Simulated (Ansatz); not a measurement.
# F3H3OSiSn: a ladder of functionals and wavefunction methods

Aim: compute F3H3OSiSn with functionals from several rungs and with coupled cluster, and see how far each lands from CCSD(T) at the basis-set limit for the atomisation energy.

Program: Ansatz 0.2.0, Gaussian basis. Level of theory: functionals in def2-TZVPP, the program's frozen cores in correlated methods. These are calculated values, not measurements.

Plan: LDA (SPW92), PBE-D4, revPBE-D4, BLYP-D4, r2SCAN-D4, B97M-V, PBE0-D4, B3LYP-D4, r2SCANh-D4, r2SCAN0-D4, HSE06-D4, BHLYP-D4, CAM-B3LYP-D4, LC-ωPBE, ωB97X-V, ωB97M-V, B2PLYP, PBE-QIDH; CCSD(T)/def2-SVP; CCSD(T)/def2-TZVPP; MP2/def2-QZVPP; extrapolation to the limit; RPA on PBE.

## Step 1: Structure used throughout

All runs share one geometry, relaxed beforehand with PBE0-D4 in a triple-zeta def2 set. Sn takes the def2 core potential; no spin-orbit term is included.

SMILES `[F][Sn]([F])([F])[O][SiH3]`, 9 atoms, charge 0, spin multiplicity 1.

Atoms are counted from 1 here; the program's logs count them from 0.

Bond lengths: F1–Sn2 1.880 Å, Sn2–F3 1.885 Å, Sn2–F4 1.884 Å, Sn2–O5 1.899 Å, O5–Si6 1.654 Å, Si6–H7 1.485 Å, Si6–H8 1.485 Å, Si6–H9 1.481 Å. Angles: F1–Sn2–F3 108.1°, F1–Sn2–F4 108.1°, F1–Sn2–O5 109.5°, F3–Sn2–F4 107.6°, F3–Sn2–O5 111.7°, F4–Sn2–O5 111.7°, Sn2–O5–Si6 138.8°, O5–Si6–H7 110.0°, O5–Si6–H8 110.0°, O5–Si6–H9 106.7°, H7–Si6–H8 109.3°, H7–Si6–H9 110.4°, H8–Si6–H9 110.4°.

As a file:

```mol
F3H3OSiSn
  3D, bonds by distance, orders not assigned

  9  8  0  0  0  0  0  0  0  0999 V2000
    2.5869   -1.8497   -0.2291 F   0  0
    1.1136   -0.8477   -0.8275 Sn  0  0
    1.7498    0.4973   -1.9843 F   0  0
    0.0020   -1.9873   -1.8359 F   0  0
    0.1978   -0.1143    0.6659 O   0  0
   -1.1077    0.8539    0.9738 Si  0  0
   -2.3394    0.2347    0.4227 H   0  0
   -0.9084    2.1870    0.3514 H   0  0
   -1.2061    0.9798    2.4460 H   0  0
  1  2  8  0
  2  3  8  0
  2  4  8  0
  2  5  8  0
  5  6  8  0
  6  7  8  0
  6  8  8  0
  6  9  8  0
M  END
```

## Step 2: LDA

This LDA is Slater exchange with PW92 correlation.

in.yaml

```yaml
crystal:
  periodic: [false, false, false]
  atoms:
    - {symbol: F, position_ang: [2.586854, -1.849686, -0.229097]}
    - {symbol: Sn, position_ang: [1.113585, -0.847667, -0.827515]}
    - {symbol: F, position_ang: [1.749796, 0.497263, -1.984330]}
    - {symbol: F, position_ang: [0.001993, -1.987313, -1.835909]}
    - {symbol: O, position_ang: [0.197798, -0.114332, 0.665858]}
    - {symbol: Si, position_ang: [-1.107673, 0.853933, 0.973790]}
    - {symbol: H, position_ang: [-2.339433, 0.234690, 0.422676]}
    - {symbol: H, position_ang: [-0.908365, 2.187027, 0.351445]}
    - {symbol: H, position_ang: [-1.206055, 0.979788, 2.445982]}
basis:
  gaussian: {orbitals: def2-TZVPP}
hamiltonian: {xc: lda}
output: {orbitals: {seedname: orbitals}}
```

The run is started by

```sh
$ ansatz run in.yaml --threads 8 --pin off --events-out ev --progress --plain --max-ram 18278MiB
```

After this run come: PBE-D4 (GGA); revPBE-D4 (GGA); BLYP-D4 (GGA); r2SCAN-D4 (meta-GGA); B97M-V (meta-GGA); B3LYP-D4 (hybrid); r2SCANh-D4 (hybrid); r2SCAN0-D4 (hybrid); HSE06-D4 (hybrid); BHLYP-D4 (hybrid); CAM-B3LYP-D4 (range-separated); LC-ωPBE (range-separated); ωB97X-V (range-separated); ωB97M-V (range-separated); B2PLYP (double hybrid); PBE-QIDH (double hybrid); CCSD(T) in def2-SVP; CCSD(T) in def2-TZVPP; MP2 in def2-QZVPP; RPA on PBE orbitals.

**Question.** What will the summary of the whole plan be? Wanted: atomisation energy, CCSD(T)/CBS; farthest beyond LDA; mean size of error, GGA; mean size of error, meta-GGA; mean size of error, hybrid; mean size of error, range-separated; mean size of error, double hybrid; gap, smallest and largest; T1 diagnostic.

As calculated:

| quantity | value |
| --- | --- |
| atomisation energy, CCSD(T)/CBS | 3106.1 kJ/mol |
| functionals within 31.1 kJ/mol (1.0 %) | PBE-D4, B97M-V, ωB97X-V |
| farthest beyond LDA | BHLYP-D4 (-214.7 kJ/mol) |
| mean size of error, GGA | 65.4 kJ/mol |
| mean size of error, meta-GGA | 35.8 kJ/mol |
| mean size of error, hybrid | 132.5 kJ/mol |
| mean size of error, range-separated | 44.8 kJ/mol |
| mean size of error, double hybrid | 105.6 kJ/mol |
| gap, smallest and largest | 3.63 eV (LDA (SPW92)), 11.68 eV (LC-ωPBE) |
| T1 diagnostic | 0.0147 |
| triples share of the correlation energy | 3.0 % |

What this shows: LDA overbinds by 427.1 kJ/mol (14 %). PBE-D4 is off by -19.8 kJ/mol. Double hybrids carry the basis error of their MP2 part in triple zeta, and no dispersion term here, so their miss is partly the set-up's. Taken by rung, meta-GGA functionals do best (35.8 kJ/mol on average) and hybrid ones worst beyond LDA (132.5 kJ/mol). The gap between the best rungs is small, so their order is not settled. The mean of the hybrids holds BHLYP, with half exact exchange. Misses under about 31.1 kJ/mol are within the doubt on the reference itself, which lacks core-valence correlation, spin-orbit coupling and higher excitations, and its outer-core shells are covered unevenly. All levels share the lack of spin-orbit coupling, which lowers the free heavy atoms and so the true binding. Hartree-Fock recovers 68 % of the binding; the rest is correlation. CCSD(T) in def2-SVP is off by -321.9 kJ/mol, more than most functionals: a good method in a small basis is no reference. Orbital gaps span 3.6 to 11.7 eV; exact exchange widens them. Correlated methods include outer-core shells of Sn, which these sets cover unevenly.
